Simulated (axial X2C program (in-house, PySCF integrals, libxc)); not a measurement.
# NInO: bond lengths and stretches, held linear

One table from this session's results is given with a row withheld; the runs are named, their logs left out.

The runs use an in-house X2C program for linear molecules on PySCF integrals; all-electron X2C, two-component (2c) or spin-free, N dyall-av3z, In dyall-v3z, O dyall-av3z.

All values are calculated.

2 further runs of the same task are left out: 2 set aside as unsound or not needed.

The first run:

File task.json:

```json
{"zs": [7, 49, 8], "q": 0, "bas": ["dyall-av3z", "dyall-v3z", "dyall-av3z"], "r0": [1.96, 1.93], "symm": 0, "scan": ["PBE0", "HF", "PBE"], "levels": ["PBE0", "HF", "TPSSh"], "nst": 2}
```

Keys: zs atomic numbers; q charge; bas basis sets; r0 starting distance in Å; symm equal bonds; scan levels of the two-bond scan; levels methods; nst determinants followed.

On the command line:

```
$ python solin.py task.json out
```

Masses N 14.003, In 114.904, O 15.995 u.

Among the steps run: Scan at PBE0, 2c; Scan at PBE, 2c; Scan at PBE0, spin-free.

One of the session's tables, all rows but one given; the rest of the session is left out.

```
          level  r(N–In) (Å)  upper stretch (cm⁻¹)
       PBE0, 2c        2.064                 820.5
        PBE, 2c        2.044                 740.1
PBE0, spin-free        2.065                 820.7
 PBE, spin-free            ?                     ?
```

**Question.** Estimate the row for PBE, spin-free.

The run gave: r(N–In) (Å): 2.044; upper stretch (cm⁻¹): 740.3.

Scans not shown above were run alike.

What this shows: Over the levels the N–In bond spans 2.044 to 2.065 Å and the In–O bond 1.831 to 1.865 Å. At PBE0 spin–orbit coupling leaves both bonds unchanged to 0.001 Å. Each state is one determinant, the lowest of a limited PBE0 search; the stretches come from a fit to few points and are good to some per cent at best. The molecule was held linear; bending was not examined, so a bent shape may lie lower. Open-shell Ω = 0 determinants with evenly filled partner blocks cannot be reached by this program, so the Ω shown need not be the lowest component. Note: several unpaired electrons, one determinant need not be a pure state.
